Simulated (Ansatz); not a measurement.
Working through a rigid scan of one bond length of GaH3O2S, SMILES [OH][Ga]([OH])[SH]

Program: Ansatz 0.2.0 through its Python package.

Notebook, run cell by cell (the value of a cell's last expression is shown):

In [1]:
```python
import ansatz as az
import numpy as np
```

In [2]:
```python
BASIS_SET = "def2-SVP"
FUNCTIONAL = "pbe0"
```

In [3]:
```python
gah3o2s = (
    az.Crystal.molecule()
    .atom("O", (-1.2165, -1.306, -0.4962))
    .atom("Ga", (0.0905, -0.5424, 0.369))
    .atom("O", (0.7437, -0.1295, 1.6094))
    .atom("S", (1.481, 0.3322, -1.5671))
    .atom("H", (-1.7005, -0.3942, -0.3667))
    .atom("H", (0.1617, 0.6609, 1.5959))
    .atom("H", (0.5013, 1.311, -1.19))
)
```

In [4]:
```python
symbols = [site.symbol for site in gah3o2s.cartesian_sites]
start = np.array([site.position_ang for site in gah3o2s.cartesian_sites])
axis = (start[6] - start[3]) / np.linalg.norm(start[6] - start[3])
moving = [6]
lengths, energies = [1.263, 1.32, 1.378, 1.435, 1.493, 1.55, 1.608, 1.694], []
for length in lengths:
    xyz = start.copy()
    xyz[moving] += (length - np.linalg.norm(start[6] - start[3])) * axis
    point = az.Crystal.molecule()
    for symbol, xyz in zip(symbols, xyz):
        point = point.atom(symbol, xyz.tolist())
    calc = (
        point.calculation()
        .basis(gaussian=BASIS_SET)
        .functional(FUNCTIONAL)
        .accuracy("medium")
    )
    r = calc.run(threads=1, backend="cpu").report
    energies.append(r["free_energy_ev"])
    print(f"r = {length:6.3f} A  E = {energies[-1]:.5f} eV  <S^2> = {abs(r['mean_field']['state']['spin_squared']):.3f}")
```
```text
r =  1.263 A  E = -67325.26970 eV  <S^2> = 0.000
r =  1.320 A  E = -67325.39056 eV  <S^2> = 0.000
r =  1.378 A  E = -67325.41082 eV  <S^2> = 0.000
r =  1.435 A  E = -67325.35604 eV  <S^2> = 0.000
r =  1.493 A  E = -67325.24492 eV  <S^2> = 0.000
r =  1.550 A  E = -67325.09678 eV  <S^2> = 0.000
r =  1.608 A  E = -67324.91857 eV  <S^2> = 0.000
r =  1.694 A  E = -67324.62284 eV  <S^2> = 0.000
```

In [5]:
```python
# quartic fit about the minimum
fit = np.polynomial.Polynomial.fit(lengths, np.array(energies) - min(energies), 4).convert()
roots = [r.real for r in fit.deriv().roots() if abs(r.imag) < 1e-9 and fit.deriv(2)(r.real) > 0]
r_e = min(roots, key=lambda r: abs(r - lengths[int(np.argmin(energies))]))
print(f"minimum of the fit at {r_e:.4f} A, force constant {fit.deriv(2)(r_e):.2f} eV/A^2")
```
```text
minimum of the fit at 1.3624 A, force constant 24.75 eV/A^2
```

Caveats:
- These settings explore the input space; basis and method may be short of convergence.
- The rest of the molecule is held rigid at a force-field or estimated start geometry, and the basis set is modest; single-reference methods fail as a bond breaks.
- The orbitals are restricted, so S² is zero by construction.
- It ran for 26 s on 1 thread of Arm Neoverse V1, on a shared host, peak memory 0.26 GiB.

(Lines on the test bed's own set-up are left out of the output.)
